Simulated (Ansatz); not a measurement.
# C₃H₃FO₂Zn: how energies converge with the basis set

One table from this session's results is given with a row withheld; the runs are named, their logs left out.

Computed with Ansatz 0.2.0, Gaussian basis. Level: one geometry, several basis sets.

The runs, in order: PBE0-D4/def2-SVP; ωB97M-V/def2-SVP; PBE0-D4/def2-QZVPP; ωB97M-V/def2-QZVPP; the functionals' def2-TZVPP values are taken from earlier runs.

## The geometry

All runs share one geometry, relaxed beforehand with PBE0-D4 in a triple-zeta def2 set.

10 atoms, charge 0, spin multiplicity 1.

Atoms are counted from 1 here; the program's logs count them from 0.

Bond lengths: F1–Zn2 1.769 Å, Zn2–O3 1.933 Å, Zn2–O7 1.933 Å, O3–C4 1.264 Å, C4–C5 1.392 Å, C4–H8 1.097 Å, C5–C6 1.392 Å, C5–H9 1.082 Å, C6–O7 1.264 Å, C6–H10 1.097 Å. Angles: F1–Zn2–O3 131.6°, F1–Zn2–O7 131.6°, O3–Zn2–O7 96.8°, Zn2–O3–C4 121.8°, O3–C4–C5 127.6°, O3–C4–H8 115.3°, C5–C4–H8 117.2°, C4–C5–C6 124.4°, C4–C5–H9 117.8°, C6–C5–H9 117.8°, C5–C6–O7 127.6°, C5–C6–H10 117.2°, O7–C6–H10 115.3°, Zn2–O7–C6 121.8°.

The first run:

Input file in.yaml:

```yaml
crystal:
  periodic: [false, false, false]
  atoms:
    - {symbol: F, position_ang: [2.107883, -2.592434, 1.675775]}
    - {symbol: Zn, position_ang: [1.112158, -1.365437, 0.881409]}
    - {symbol: O, position_ang: [-0.545298, -1.499394, -0.104586]}
    - {symbol: C, position_ang: [-1.107497, -0.483235, -0.603605]}
    - {symbol: C, position_ang: [-0.676547, 0.838960, -0.546590]}
    - {symbol: C, position_ang: [0.484838, 1.260758, 0.094057]}
    - {symbol: O, position_ang: [1.324806, 0.548782, 0.714716]}
    - {symbol: H, position_ang: [-2.043079, -0.682468, -1.141099]}
    - {symbol: H, position_ang: [-1.285323, 1.589257, -1.032689]}
    - {symbol: H, position_ang: [0.711160, 2.334011, 0.065512]}
basis:
  gaussian: {orbitals: def2-SVP}
hamiltonian: {xc: pbe0, dispersion: d4}
output: {orbitals: {seedname: orbitals}}
```

Run with:

```sh
$ ansatz run in.yaml --threads 4 --pin off --events-out ev --progress --plain --max-ram 11315MiB
```

Steps of the session up to this table: PBE0-D4 in def2-SVP; ωB97M-V in def2-SVP; PBE0-D4 in def2-QZVPP; ωB97M-V in def2-QZVPP.

One table of the session follows, with a row left open; its other results are not shown here.

It belongs to the step «Density functionals: the series». 

| functional | basis | HOMO (eV) | LUMO (eV) |
| --- | --- | --- | --- |
| PBE0-D4 | def2-SVP | -7.64 | -2.08 |
| PBE0-D4 | def2-TZVPP | ? | ? |
| PBE0-D4 | def2-QZVPP | -7.80 | -2.32 |
| ωB97M-V | def2-SVP | -9.71 | 0.14 |
| ωB97M-V | def2-TZVPP | -9.89 | -0.15 |
| ωB97M-V | def2-QZVPP | -9.89 | -0.20 |

**Question.** Estimate the row for PBE0-D4, def2-TZVPP.

The run gave: HOMO (eV): -7.79; LUMO (eV): -2.30. In the column «HOMO (eV)» it lies between PBE0-D4, def2-QZVPP (-7.80) and PBE0-D4, def2-SVP (-7.64).
